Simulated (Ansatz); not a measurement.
Runs of Ansatz 0.2.0 on Sc3Te. Symmetry: Fm-3m, No. 225, cubic system. Conventional cell: a = 7.139 Å, b = 7.139 Å, c = 7.139 Å, α = 90.00°, β = 90.00°, γ = 90.00°. Around Sc (site symmetry -43m) lie 4 Sc at 3.09 Å and 4 Te at 3.09 Å. Around Sc (site symmetry m-3m) lie 8 Sc at 3.09 Å. Te (site symmetry m-3m) has 8 Sc at 3.09 Å as nearest neighbours. The cell was built by a generator and needn't be a form met in nature.

```tsv
level	U	cell	hubbard projectors	double counting	gap on the mesh (eV)	pressure (GPa)
PBE+U	Sc d U = 6 eV	as given	ortho-atomic (the default)	fll (the default)	none	11.7
PBE+U	Sc d U = 3 eV	as given	ortho-atomic (the default)	fll (the default)	none	5.6
PBE+U	Sc d U = 5 eV	as given	ortho-atomic (the default)	fll (the default)	none	9.5
PBE+U	Sc d U = 4 eV	as given	ortho-atomic (the default)	fll (the default)	none	7.5
PBE	-	strained by +1 %	-	-	none	-0.6
PBE	-	as given	-	-	none	(b)
PBE	-	strained by +2 %	-	-	none	(c)
PBE+U	Sc d U = 8 eV	as given	ortho-atomic (the default)	fll (the default)	none	(a)
```

Alike in all rows: task single point; potentials or basis Ansatz PAW; no spin polarisation; k mesh 5 × 5 × 5; cutoff (eV) 420; smearing fermi-dirac 0.05 eV.

Task: Estimate the missing entries.

Result: (a) 17.0; (b) -0.1; (c) -1.1.

Caveats: U without spin polarisation on a metal has little footing (some runs); the U is typed as a test and isn't derived for this compound (some runs).

A k mesh can miss the band edges, and the runs leave out spin-orbit coupling on Te.

A gap of «none» marks a metal or a gap under the smearing width.
